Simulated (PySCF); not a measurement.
# C7H14 (4-methyl-1-hexene): the cost of one run

Programs: PySCF 2.14.0, with routines of our own; each step states its level. All values are computed. Atoms count from 0.

## 1. The system as given

21 atoms, charge 0, multiplicity 1; geometry from: GFN2-xTB.

## 2. Magnetic properties: GIAO KT3/pcSseg-1

Job settings and geometry (Å):

```
{"job": {"kind": "mag", "xc": "KT3", "basis": "pcSseg-1", "isotopologues": 2}, "charge": 0, "multiplicity": 1}
C      2.647480    -1.572498     0.105241
C      1.959084    -0.619672     0.705218
C      1.298455     0.525912     0.008587
C     -0.198710     0.629176     0.342622
C     -0.767213     1.927227    -0.225445
C     -0.939508    -0.599609    -0.195587
C     -2.380614    -0.702776     0.290711
H      2.777487    -1.589528    -0.964687
H      3.114044    -2.374235     0.652510
H      1.845324    -0.629052     1.782414
H      1.790261     1.452054     0.323480
H      1.425014     0.428027    -1.071646
H     -0.307445     0.647963     1.433458
H     -0.211778     2.783752     0.151430
H     -0.699163     1.927252    -1.311544
H     -1.809482     2.052256     0.055358
H     -0.395488    -1.492930     0.120552
H     -0.926365    -0.574482    -1.287773
H     -2.823055    -1.639551    -0.041029
H     -2.987647     0.111272    -0.097387
H     -2.419600    -0.673616     1.377748
```

Method: GIAO KT3/pcSseg-1 magnetisability, rotational g tensor and spin-rotation constants, non-relativistic, gas phase.

Launch:

```console
$ OMP_NUM_THREADS=1 python excited_run.py task.json out
```

One launch serves the whole session: the jobs run in the order shown.

**Question.** How long does this job take on 1 thread of Arm Neoverse N1, shared host, and how much memory does it need?

About 82 s, with a peak of 0.71 GiB.
